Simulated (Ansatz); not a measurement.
# Hg3H2Br: the cost of one run

Computed with Ansatz 0.2.0 (DFT PBE, scalar-relativistic, plane waves, PAW, unless a step's input says otherwise).

2 further runs of the same task are left out: 1 that didn't finish, 1 set aside as unsound or not needed.

## Step 1: The starting structure

Symmetry: P-6m2, No. 187, hexagonal system. Conventional cell: a = 3.479 Å, b = 3.479 Å, c = 10.229 Å, α = 90.00°, β = 90.00°, γ = 120.00°. Hg (site symmetry 3m) has 3 H at 2.63 Å and 3 Br at 2.63 Å as nearest neighbours. Around Hg (site symmetry -6m2) lie 6 H at 2.63 Å. H (site symmetry 3m) has 6 Hg at 2.63 Å as nearest neighbours. Around Br (site symmetry -6m2) lie 6 Hg at 2.63 Å.

As a file:

```xyz
6
Lattice="3.4792 0.0000 0.0000 -1.7396 3.0131 0.0000 0.0000 0.0000 10.2288" Properties=species:S:1:pos:R:3 pbc="T T T"
Hg    0.0000    0.0000    8.5240
Hg    0.0000    0.0000    1.7048
Hg    0.0000    0.0000    5.1144
H     0.0000    2.0087    3.4096
H     0.0000    2.0087    6.8192
Br    0.0000    2.0087    0.0000
```

The cell is invented: ordered mixture on the anion sites of tungsten carbide (P-6m2, No. 187). Lengths come from tabulated atomic sizes and are only a guess.

## Step 2: Probe: one point on a coarse mesh

input.yaml reads:

```yaml
crystal:
  lattice:
    - [3.47918674, 0.0, 0.0]
    - [-1.73959337, 3.0130641, 0.0]
    - [0.0, 0.0, 10.22880901]
  atoms:
    - { symbol: Hg, position: [0.0, 0.0, 0.83333333] }
    - { symbol: Hg, position: [0.0, 0.0, 0.16666667] }
    - { symbol: Hg, position: [0.0, 0.0, 0.5] }
    - { symbol: H, position: [0.33333333, 0.66666667, 0.33333333] }
    - { symbol: H, position: [0.33333333, 0.66666667, 0.66666667] }
    - { symbol: Br, position: [0.33333333, 0.66666667, 0.0] }
basis:
  ecutwfc: 420
kpoints:
  mp_grid: { grid: [6, 6, 2] }
hamiltonian:
  xc: pbe
scf:
  occupations: { method: gaussian, width: 0.1 }
  lower_state_search: "off"
output:
  forces: true
  stress: true
  eigenvalues: true
```

On the command line:

```sh
> ansatz run input.yaml --threads 1 --pin off --max-ram 2560MiB --backend cpu --events-out ev --progress --plain --runs-dir out
```

Q: Estimate wall time and peak memory on 1 thread of Arm Neoverse V2, shared host.

About 4.5 s, with a peak of 0.32 GiB.
